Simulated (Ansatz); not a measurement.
**GeNH2 (quartet): the correlation ladder, cc-pVTZ**

The task here is to estimate one member of a computed series from the others.

Program: Ansatz 0.2.0, Gaussian basis. Level of theory: cc-pVTZ, core rule «outside noble gas», up to 15 orbitals frozen. These are calculated values, not measurements.

Plan: UHF; CCSD(T) on ROHF; CCSD(T) on UHF; BCCD(T) on ROHF; CCSDT(Q) on ROHF; CCSDT(Q) on UHF; CASSCF and MRCISD+Q, 11 electrons in 10 orbitals; CASSCF and NEVPT2, 11 electrons in 10 orbitals.

4 further runs of the same task are left out: 4 set aside as unsound or not needed.

**The geometry**

The geometry is a PBE0/def2-TZVP stationary point (not a proven minimum) of the parent state, kept for this charge and spin. No spin-orbit coupling is included. The filled d shell of Ge may be among the frozen orbitals whatever the setting's name suggests; the logs give the count.

4 atoms, charge 0, spin multiplicity 4.

Atoms are counted from 1 here; the program's logs count them from 0.

Bond lengths: Ge1–N2 1.816 Å, N2–H3 1.009 Å, N2–H4 1.009 Å. Angles: Ge1–N2–H3 124.1°, Ge1–N2–H4 124.1°, H3–N2–H4 111.9°.

Coordinates:

```
Ge    0.0000    0.0000    0.3411
N     0.0000    0.0000   -1.4753
H     0.0000    0.8361   -2.0406
H     0.0000   -0.8361   -2.0406
```

The first run:

in.yaml reads:

```yaml
crystal:
  periodic: [false, false, false]
  atoms:
    - {symbol: Ge, position_ang: [0.000000, 0.000000, 0.341103]}
    - {symbol: N, position_ang: [0.000000, 0.000000, -1.475302]}
    - {symbol: H, position_ang: [0.000000, 0.836103, -2.040604]}
    - {symbol: H, position_ang: [0.000000, -0.836103, -2.040604]}
basis:
  gaussian: {orbitals: cc-pVTZ}
magnetization: {spin_polarized: true, initial_magnetization: 3}
hamiltonian: {xc: hf}
output: {orbitals: {seedname: orbitals}}
```

On the command line:

```sh
> ansatz run in.yaml --threads 1 --pin off --events-out ev --progress --plain --max-ram 2816MiB --backend cpu
```

Steps of the session up to this table: UHF; CCSD(T) on ROHF; CCSD(T) on UHF; BCCD(T) on ROHF; CCSDT(Q) on ROHF; CCSDT(Q) on UHF; CASSCF and MRCISD+Q, 11 electrons in 10 orbitals; CASSCF and NEVPT2, 11 electrons in 10 orbitals.

One of the session's tables, all rows but one given; the rest of the session is left out.

| method | from RCCSDT(Q) (kcal/mol) |
| --- | --- |
| ROHF | +185.10 |
| UHF | +183.27 |
| RMP2 | +17.45 |
| UMP2 | +16.77 |
| RCCSD | ? |
| UCCSD | +6.92 |
| RCCSD(T) | +0.67 |
| UCCSD(T) | +0.05 |
| BCCD(T) | +0.67 |
| RCCSDT | +0.35 |
| UCCSDT | -0.28 |
| RCCSDT(Q) | 0 |
| UCCSDT(Q) | -0.65 |
| CASSCF valence | +138.71 |
| NEVPT2 valence | +27.33 |
| MRCISD valence | +10.57 |
| MRCISD+Q valence | +1.70 |

**Question.** Estimate the row for RCCSD.

The run gave: from RCCSDT(Q) (kcal/mol): +7.60. In the column «from RCCSDT(Q) (kcal/mol)» it lies between UCCSD (+6.92) and MRCISD valence (+10.57).

To keep in mind: Restricted and unrestricted rows rest on different reference determinants; where their highest levels disagree by more than a few hundredths of an eV, they describe different states and don't form one ladder.
